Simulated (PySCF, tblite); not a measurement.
# C₆H₈Br radical: geometry, infrared bands and EPR parameters

Aim: predict the infrared bands and EPR parameters of C₆H₈Br radical (`Br[C@@H]1C[C@@H]2C[CH][C@@H]21`).

Programs: tblite 0.8.0 and PySCF 2.14.0, with density-fitted response routines of our own. Each step states its level of theory. These are calculated values for one molecule in the gas phase, unless marked as measured. Atoms count from 0, in the outputs and in this text.

**1. The starting structure**

15 atoms, charge 0, multiplicity 2; geometry from: force field or distance geometry start.

Bonds of the start (Å): Br0–C1 1.93, C1–C2 1.51, C2–C3 1.49, C3–C4 1.50, C4–C5 1.51, C5–C6 1.48, C6–C1 1.49, C6–C3 1.50, C1–H7 1.10, C2–H8 1.10, C2–H9 1.13, C3–H10 1.10, C4–H11 1.12, C4–H12 1.10, C5–H13 1.10, C6–H14 1.09.

**2. Geometry optimisation with GFN2-xTB**

Job settings and geometry (Å):

```
{"job": {"kind": "relax", "xc": "GFN2-xTB", "basis": "xTB"}, "charge": 0, "multiplicity": 2}
Br    -0.411000     2.052000     1.338600
C     -0.929900     0.917900    -0.136300
C     -1.309400    -0.496900     0.243000
C      0.036600    -0.938200    -0.207400
C      1.213400    -0.540300     0.636500
C      1.565000     0.435800    -0.460900
C      0.173600     0.352400    -0.960100
H     -1.728100     1.418600    -0.710400
H     -1.570000    -0.618100     1.301500
H     -2.119000    -0.839600    -0.462600
H      0.109300    -1.873300    -0.781300
H      1.988100    -1.340100     0.708400
H      1.025400    -0.135600     1.637500
H      1.956100     1.415400    -0.145400
H     -0.004300     0.198000    -2.023000
```

The run is started by

```
OMP_NUM_THREADS=1 python probes_run.py task.json out
```

This one command runs all jobs of the session in turn.

**Question.** This job is followed by: GFN2-xTB harmonic vibrations, gas phase; UKS B3LYP, def2-TZVP-core on Br, pcH-1 on C H, non-relativistic, mean-field spin-orbit, GIAO. Predict these results of the whole session: strongest single infrared mode (GFN2-xTB); zero-point energy (GFN2-xTB); g(iso) (B3LYP); ⟨S²⟩; largest a(iso); surface potential, 1st and 99th percentile.

As calculated:

| quantity | value |
| --- | --- |
| strongest single infrared mode (GFN2-xTB) | 3020 cm⁻¹, 69 km/mol |
| zero-point energy (GFN2-xTB) | 74.7 kcal/mol |
| g(iso) (B3LYP) | 2.00335 |
| ⟨S²⟩ | 0.754 (exact 0.75) |
| largest a(iso) | 1H on H11, 135.8 MHz |
| surface potential, 1st and 99th percentile | -0.75 V and 0.92 V |

In words: The optimisation took 66 steps and gained 0.980 eV; among the close pairs (by a distance rule), C1–C6 changed most, from 1.489 to 1.555 Å. No mode is imaginary among the 39: a minimum at this level. The strongest single mode, at 3020 cm⁻¹, moves mainly H10. GFN2-xTB is a fitted tight-binding method: band positions and strengths are rough. Its intensities can rank the bands wrongly. Most of the unpaired spin sits on C5 (1.00 e). The isotropic g lies 1.0 ppt above the free-electron value. The hyperfine terms hold no scalar relativity, which the heavier nuclei need.
